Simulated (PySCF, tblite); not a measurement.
# C₄H₆F₂O₂: dynamics, then NMR shifts on frames, part 2 of 2

tblite 0.8.0 and PySCF 2.14.0. Atoms count from 0. Earlier steps stand in the parts before.

### Step 5. Nuclear shieldings: 625 fs, PBE0/pcSseg-1

The job: settings as JSON, then the geometry in Å.

```
{"job": {"kind": "nmr", "xc": "PBE0", "basis": "pcSseg-1", "pop": false}, "charge": 0, "multiplicity": 1}
F      2.789400    -0.515200    -0.244300
C      1.527000    -0.173200    -0.772700
O      0.958800     0.805700    -0.111800
C      0.610400     0.466200     1.246100
C     -0.391600    -0.753400     1.274700
C      0.350100    -1.830900     0.461800
F     -0.213100    -3.122400     0.462200
O      0.635600    -1.224500    -0.877700
H      1.865100     0.104100    -1.795300
H      0.108900     1.292600     1.645300
H      1.618600     0.310800     1.791800
H     -0.704700    -1.206500     2.260000
H     -1.344100    -0.205400     0.838000
H      1.376400    -2.051900     0.829200
```

Level: GIAO PBE0/pcSseg-1 NMR shielding, non-relativistic, gas phase.

Standard output:

```text
coarse grid: 12408 points
cycle   1  E = -505.2882904806  dE =  1.148e+00  |g| = 1.009e+00  |ddm| = 3.195e+00
cycle   2  E = -505.1076426005  dE =  1.806e-01  |g| = 1.476e+00  |ddm| = 1.359e+00
cycle   3  E = -505.4598273699  dE = -3.522e-01  |g| = 9.024e-02  |ddm| = 8.571e-01
cycle   4  E = -505.4608541559  dE = -1.027e-03  |g| = 5.566e-02  |ddm| = 8.422e-02
cycle   5  E = -505.4613949347  dE = -5.408e-04  |g| = 7.924e-03  |ddm| = 3.638e-02
cycle   6  E = -505.4614034274  dE = -8.493e-06  |g| = 3.061e-03  |ddm| = 6.787e-03
final grid: 122688 points
cycle   7  E = -505.5444801668  dE = -3.385e-05  |g| = 1.352e-02  |ddm| = 2.446e-02
cycle   8  E = -505.5444426733  dE =  3.749e-05  |g| = 2.020e-02  |ddm| = 1.781e-02
cycle   9  E = -505.5445109810  dE = -6.831e-05  |g| = 1.129e-03  |ddm| = 1.118e-02
cycle  10  E = -505.5445112109  dE = -2.299e-07  |g| = 3.974e-04  |ddm| = 1.017e-03
cycle  11  E = -505.5445112354  dE = -2.447e-08  |g| = 1.069e-04  |ddm| = 2.689e-04
cycle  12  E = -505.5445112370  dE = -1.618e-09  |g| = 3.492e-05  |ddm| = 8.122e-05
cycle  13  E = -505.5445112372  dE = -2.032e-10  |g| = 9.601e-06  |ddm| = 2.942e-05
converged SCF energy = -505.5445112372

GIAO shielding tensors (ppm)
atom      isotropic    diamagn.    paramagn.     s11        s22        s33       span
  0 F      287.690     474.052    -186.362    167.864    332.409    362.797    194.933
  1 C       64.628     241.412    -176.784     44.309     70.544     79.030     34.721
  2 O      230.502     397.882    -167.379    166.707    238.778    286.022    119.315
  3 C      117.129     244.682    -127.553     80.505    114.715    156.166     75.660
  4 C      140.297     248.945    -108.648    127.628    133.109    160.154     32.526
  5 C       63.440     240.345    -176.905     34.435     55.687    100.198     65.763
  6 F      298.931     469.668    -170.737    181.144    347.099    368.551    187.407
  7 O      151.517     399.915    -248.398    103.502    148.619    202.430     98.928
  8 H       24.667      26.775      -2.108     20.450     23.306     30.246      9.796
  9 H       28.293      30.323      -2.030     23.719     27.667     33.494      9.776
 10 H       25.858      27.201      -1.343     21.702     24.948     30.923      9.221
 11 H       28.313      27.435       0.877     24.722     26.301     33.916      9.194
 12 H       26.493      28.110      -1.618     22.960     25.290     31.228      8.267
 13 H       24.595      28.407      -3.812     20.421     25.031     28.333      7.912
```

Run time: 14 s. Hardware: 1 thread of Intel Xeon 6975P-C, shared host; peak memory 0.77 GiB.

Key values: δ C5 123.5, C1 122.3, C3 69.8, C4 46.6, H13 7.12, H8 7.05 ppm.

### Step 6. NMR shieldings: 800 fs, PBE0/pcSseg-1

The job: settings as JSON, then the geometry in Å.

```
{"job": {"kind": "nmr", "xc": "PBE0", "basis": "pcSseg-1", "pop": false}, "charge": 0, "multiplicity": 1}
F      3.069900    -0.748200    -0.007500
C      1.900400    -0.350600    -0.635300
O      1.288300     0.720500    -0.056600
C      0.933400     0.572400     1.285600
C     -0.054800    -0.553700     1.373700
C      0.594000    -1.777700     0.744800
F     -0.305000    -2.850100     0.732800
O      1.101300    -1.439700    -0.636200
H      1.901800    -0.207500    -1.692900
H      0.361400     1.537300     1.593900
H      1.721200     0.334900     1.908900
H     -0.363900    -0.947900     2.373200
H     -0.852800    -0.288900     0.647800
H      1.296100    -2.178900     1.421000
```

Method: GIAO PBE0/pcSseg-1 NMR shielding, non-relativistic, gas phase.

Standard output:

```text
coarse grid: 12408 points
cycle   1  E = -505.3034005679  dE =  1.384e+00  |g| = 9.831e-01  |ddm| = 3.247e+00
cycle   2  E = -505.1517522533  dE =  1.516e-01  |g| = 1.396e+00  |ddm| = 1.312e+00
cycle   3  E = -505.4649390581  dE = -3.132e-01  |g| = 9.049e-02  |ddm| = 8.149e-01
cycle   4  E = -505.4660242749  dE = -1.085e-03  |g| = 5.278e-02  |ddm| = 8.327e-02
cycle   5  E = -505.4665088085  dE = -4.845e-04  |g| = 8.471e-03  |ddm| = 3.599e-02
cycle   6  E = -505.4665180684  dE = -9.260e-06  |g| = 3.557e-03  |ddm| = 6.980e-03
cycle   7  E = -505.4665204481  dE = -2.380e-06  |g| = 5.286e-04  |ddm| = 2.422e-03
final grid: 122688 points
cycle   8  E = -505.5493835443  dE = -4.435e-05  |g| = 1.375e-02  |ddm| = 2.675e-02
cycle   9  E = -505.5493483844  dE =  3.516e-05  |g| = 1.994e-02  |ddm| = 1.911e-02
cycle  10  E = -505.5494172170  dE = -6.883e-05  |g| = 1.165e-03  |ddm| = 1.149e-02
cycle  11  E = -505.5494174374  dE = -2.205e-07  |g| = 4.148e-04  |ddm| = 1.044e-03
cycle  12  E = -505.5494174619  dE = -2.449e-08  |g| = 1.054e-04  |ddm| = 2.663e-04
cycle  13  E = -505.5494174636  dE = -1.622e-09  |g| = 3.210e-05  |ddm| = 7.853e-05
cycle  14  E = -505.5494174637  dE = -1.577e-10  |g| = 9.786e-06  |ddm| = 2.608e-05
converged SCF energy = -505.5494174637

GIAO shielding tensors (ppm)
atom      isotropic    diamagn.    paramagn.     s11        s22        s33       span
  0 F      280.658     472.676    -192.018    182.061    297.972    361.941    179.880
  1 C       69.350     246.410    -177.060     49.146     70.811     88.093     38.947
  2 O      244.007     398.822    -154.815    168.489    243.872    319.660    151.171
  3 C      127.635     245.444    -117.809     98.504    115.769    168.633     70.129
  4 C      144.916     251.858    -106.942    138.491    146.701    149.558     11.067
  5 C       65.374     239.194    -173.821     35.359     66.860     93.902     58.543
  6 F      311.945     472.013    -160.068    207.253    339.488    389.094    181.841
  7 O      158.655     399.399    -240.744    111.870    147.746    216.348    104.479
  8 H       25.546      28.738      -3.193     21.956     23.471     31.210      9.254
  9 H       26.185      27.119      -0.934     21.281     24.772     32.501     11.220
 10 H       28.520      30.579      -2.059     24.598     27.817     33.145      8.546
 11 H       28.929      29.522      -0.593     25.261     27.134     34.393      9.132
 12 H       28.508      31.320      -2.812     25.702     27.568     32.253      6.551
 13 H       25.977      29.925      -3.948     22.494     26.690     28.747      6.253
```

Run time: 15 s. Hardware: 1 thread of Intel Xeon 6975P-C, shared host; peak memory 0.77 GiB.

In short: δ C5 121.6, C1 117.6, C3 59.3, C4 42.0, H8 6.17, H13 5.74 ppm.

### Step 7. Shielding tensors: 1000 fs, PBE0/pcSseg-1

The job: settings as JSON, then the geometry in Å.

```
{"job": {"kind": "nmr", "xc": "PBE0", "basis": "pcSseg-1", "pop": false}, "charge": 0, "multiplicity": 1}
F      2.983200    -0.617300     0.707500
C      2.024300    -0.421700    -0.135400
O      1.339200     0.667000     0.139400
C      0.538600     0.553600     1.324200
C     -0.335800    -0.661100     1.239000
C      0.532000    -1.866300     0.888100
F     -0.304600    -2.923100     0.550400
O      1.317500    -1.643800    -0.282100
H      2.524500    -0.327700    -1.157000
H     -0.003900     1.495300     1.375700
H      1.029300     0.317200     2.333700
H     -0.753600    -0.925600     2.147600
H     -1.218800    -0.486300     0.479700
H      1.276700    -2.103500     1.634000
```

With the program's defaults for keys left out, this is: GIAO PBE0/pcSseg-1 NMR shielding, non-relativistic, gas phase.

Standard output:

```text
coarse grid: 12408 points
cycle   1  E = -505.3137282862  dE =  1.488e+00  |g| = 9.853e-01  |ddm| = 3.266e+00
cycle   2  E = -505.1685370584  dE =  1.452e-01  |g| = 1.380e+00  |ddm| = 1.327e+00
cycle   3  E = -505.4742916757  dE = -3.058e-01  |g| = 1.037e-01  |ddm| = 8.257e-01
cycle   4  E = -505.4758237165  dE = -1.532e-03  |g| = 5.118e-02  |ddm| = 8.925e-02
cycle   5  E = -505.4762565896  dE = -4.329e-04  |g| = 7.548e-03  |ddm| = 3.430e-02
cycle   6  E = -505.4762637651  dE = -7.175e-06  |g| = 3.602e-03  |ddm| = 6.674e-03
cycle   7  E = -505.4762662004  dE = -2.435e-06  |g| = 5.536e-04  |ddm| = 2.503e-03
final grid: 122688 points
cycle   8  E = -505.5576879625  dE = -3.366e-05  |g| = 1.356e-02  |ddm| = 2.634e-02
cycle   9  E = -505.5576500674  dE =  3.790e-05  |g| = 2.016e-02  |ddm| = 1.918e-02
cycle  10  E = -505.5577199440  dE = -6.988e-05  |g| = 9.222e-04  |ddm| = 1.183e-02
cycle  11  E = -505.5577200905  dE = -1.465e-07  |g| = 3.140e-04  |ddm| = 8.897e-04
cycle  12  E = -505.5577201048  dE = -1.436e-08  |g| = 8.079e-05  |ddm| = 2.127e-04
cycle  13  E = -505.5577201058  dE = -9.985e-10  |g| = 2.856e-05  |ddm| = 7.158e-05
converged SCF energy = -505.5577201058

GIAO shielding tensors (ppm)
atom      isotropic    diamagn.    paramagn.     s11        s22        s33       span
  0 F      307.638     470.460    -162.822    232.549    334.183    356.182    123.633
  1 C       75.637     239.043    -163.406     57.445     83.581     85.884     28.439
  2 O      253.809     396.579    -142.770    195.827    243.027    322.574    126.748
  3 C      124.733     243.548    -118.814     91.035    111.682    171.482     80.447
  4 C      149.635     249.740    -100.105    135.465    150.257    163.183     27.717
  5 C       75.343     241.465    -166.122     55.353     64.124    106.553     51.200
  6 F      321.926     471.402    -149.476    239.818    347.055    378.904    139.086
  7 O      180.734     399.601    -218.867    104.140    168.262    269.800    165.660
  8 H       24.863      26.405      -1.542     21.468     21.953     31.167      9.700
  9 H       27.597      28.920      -1.323     22.874     26.255     33.663     10.790
 10 H       26.186      27.059      -0.874     21.254     25.946     31.357     10.102
 11 H       31.116      31.633      -0.517     28.262     29.091     35.994      7.732
 12 H       27.502      29.006      -1.504     23.519     26.139     32.848      9.329
 13 H       25.616      28.526      -2.910     22.242     25.857     28.751      6.509
```

It took 13 s on 1 thread of Intel Xeon 6975P-C, shared host; peak memory 0.77 GiB.

This run: δ C5 111.6, C1 111.3, C3 62.2, C4 37.3, H8 6.85, H13 6.10 ppm.

### Step 8. Comparing the runs: NMR shifts

Shifts (ppm) of some atoms, chosen among heavy atoms and hydrogens apart, with basis size and wall time:

```tsv
frame	C5	H10	H11	F0	F6	O7	O2	functions	time
250 fs	112.7	6.31	2.70	-68.2	-152.0	161.5	107.0	166	13 s
425 fs	102.7	4.93	1.82	-118.5	-172.4	159.6	105.3	166	14 s
625 fs	123.5	5.86	3.40	-116.7	-128.0	184.6	105.6	166	14 s
800 fs	121.6	3.20	2.79	-109.7	-141.0	177.4	92.1	166	15 s
1000 fs	111.6	5.53	0.60	-136.7	-151.0	155.3	82.3	166	13 s
```

### Step 9. Results

This closing draws on all 2 parts.

| quantity | value |
| --- | --- |
| thermostat | 600 K |
| mean temperature, second half | 596 K |
| mean potential energy above the minimum | 0.99 eV |
| 13C shifts against TMS (PBE0/pcSseg-1, 250 fs) | 127.3, 112.7, 69.0, 33.0 ppm |
| 1H shifts against TMS (PBE0/pcSseg-1, 250 fs) | 8.61, 6.70, 6.31, 5.84, 3.81, 2.70 ppm |
| 19F shifts against CFCl3 (PBE0/pcSseg-1, 250 fs) | -68.2, -152.0 ppm |
| 17O shifts against H2O (PBE0/pcSseg-1, 250 fs) | 161.5, 107.0 ppm |
| range of the shift of F0 | -136.7 to -68.2 ppm |

**Reading.** In the second half the potential energy averages 0.99 eV above the minimum; equipartition over 36 harmonic modes at 600 K would give 0.93 eV. With 14 atoms the temperature swings widely (311 to 848 K). Shifts at one fixed geometry are not the observed spectrum, which averages over the motion. In the first frame run (250 fs): The largest span, 275 ppm, is at F0, where the paramagnetic term is -239 ppm. Across the 5 runs the shift of F0 moves most, between -136.7 (1000 fs) and -68.2 ppm (250 fs).
